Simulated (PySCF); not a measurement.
# MnI2 (sextet): spin, charge, geometry and surroundings

One physical setting of the base script is moved in each run, with the edits that it forces.

Computed with PySCF 2.14.0. Level: method and basis as typed in the scripts.

2 further runs of the same task are left out: 1 for a known fault of the program, 1 that didn't finish.

## 1. Starting geometry

MnI2 (sextet): 3 atoms, charge 0, spin multiplicity 6.

Bond lengths: Mn1–I2 2.521 Å, Mn1–I3 2.521 Å. Angles: I2–Mn1–I3 180.0°.

Coordinates:

```
Mn    0.0000    0.0000    0.0000
I     2.5207    0.0000    0.0000
I    -2.5207    0.0000    0.0000
```

## 2. The base run

input.py reads:

```python
from pyscf import gto, scf
from pyscf.prop.polarizability import uhf as pol

mol = gto.M(
    atom='Mn 0 0 0; I 2.5207 0 0; I -2.5207 0 0',
    basis='def2-svp',
    ecp={'I': 'def2-svp'},
    charge=0,
    spin=5,
    verbose=4,
)
mf = scf.UHF(mol)
mf.kernel()
print('polarizability (a.u.)')
print(pol.Polarizability(mf).polarizability().round(4))
mf.dip_moment()
print('orbital energies (hartree):', [e[max(0, n-3):n+3].round(4) for e, n in zip(mf.mo_energy, mol.nelec)])
```

Launch:

```
> OMP_NUM_THREADS=1 python input.py
```

Its log is not repeated here.

In short: E(SCF) = -1742.900091 Eh, ⟨S²⟩ = 8.769, μ = 0.00 D, α(xx, yy, zz) = -299.5, 42.3, 43.4 bohr³.

No search for the lowest state was made; open d or f shells can end in a higher solution. The sextet is typed in the script; nothing here shows that it is the ground state.

## 3. Electric field 0.2 a.u.

Run 1 changes electric field: none → 0.2 a.u.

input.py reads:

```python
from pyscf import gto, scf
from pyscf.prop.polarizability import uhf as pol

mol = gto.M(
    atom='Mn 0 0 0; I 2.5207 0 0; I -2.5207 0 0',
    basis='def2-svp',
    ecp={'I': 'def2-svp'},
    charge=0,
    spin=5,
    verbose=4,
)
mf = scf.UHF(mol)
field = 0.2  # electric field along z, atomic units
h = mf.get_hcore() + field*mol.intor('int1e_r')[2]
mf.get_hcore = lambda *args: h
e_nuc = mol.energy_nuc() - field*mol.atom_charges() @ mol.atom_coords()[:, 2]
mf.energy_nuc = lambda *args: e_nuc
mf.kernel()
print('polarizability (a.u.)')
print(pol.Polarizability(mf).polarizability().round(4))
mf.dip_moment()
print('orbital energies (hartree):', [e[max(0, n-3):n+3].round(4) for e, n in zip(mf.mo_energy, mol.nelec)])
```

Launch:

```
> OMP_NUM_THREADS=1 python input.py
```

## 4. Coordinates × 0.97

Run 2 changes geometry: coordinates × 1 → coordinates × 0.97.

Changes to input.py since step 2:

```diff
@@ -4,3 +4,3 @@
 mol = gto.M(
-    atom='Mn 0 0 0; I 2.5207 0 0; I -2.5207 0 0',
+    atom='Mn 0 0 0; I 2.4451 0 0; I -2.4451 0 0',
     basis='def2-svp',
```

## 5. Octet

Run 3 changes spin (2S): 5 → 7.

Changes to input.py since step 2:

```diff
@@ -8,3 +8,3 @@
     charge=0,
-    spin=5,
+    spin=7,
     verbose=4,
```

## 6. Charge +1 (septet)

Run 4 changes charge: 0 → 1; spin (2S): 5 → 6.

Changes to input.py since step 2:

```diff
@@ -7,4 +7,4 @@
     ecp={'I': 'def2-svp'},
-    charge=0,
-    spin=5,
+    charge=1,
+    spin=6,
     verbose=4,
```

## 7. Coordinates × 1.07

Run 5 changes geometry: coordinates × 1 → coordinates × 1.07.

Changes to input.py since step 2:

```diff
@@ -4,3 +4,3 @@
 mol = gto.M(
-    atom='Mn 0 0 0; I 2.5207 0 0; I -2.5207 0 0',
+    atom='Mn 0 0 0; I 2.6971 0 0; I -2.6971 0 0',
     basis='def2-svp',
```

Before running it: what results should come out? Wanted: for each run, E(SCF); from base; gap, α spin; SCF dipole.

As calculated:

| run | E(SCF) (hartree) | from base (eV) | cycles | gap, α spin (eV) | SCF dipole (D) |
| --- | --- | --- | --- | --- | --- |
| base | -1742.900091 | 0 | 22 | 11.56 | 0.00 |
| electric field 0.2 a.u. (poor choice) | -1744.046664 | not comparable | 16 | 8.65 | 21.95 |
| coordinates × 0.97 | -1743.152903 | -6.8794 | 14 | 10.98 | 0.00 |
| octet | -1742.935702 | -0.9690 | 14 | 7.09 | 0.00 |
| charge +1 (septet) | -1742.776172 | +3.3720 | 15 | 11.62 | n/a |
| coordinates × 1.07 | -1743.164588 | -7.1973 | 16 | 10.05 | 0.00 |

**Reading.** The largest comparable shift of the SCF energy, -7.197 eV, comes with the run “coordinates × 1.07”. The octet solution found lies 0.97 eV below the base sextet at this geometry and level, so the base is not the lowest spin state. At the SCF level, going to the septet with one electron fewer costs 3.37 eV at fixed geometry, which need not be the lowest ionisation. With coordinates × 1.07 the frontier gap moves by over 1.5 eV, which can mean another electronic state rather than the bond length alone. Rows marked «poor choice» come from settings spoiled on purpose.
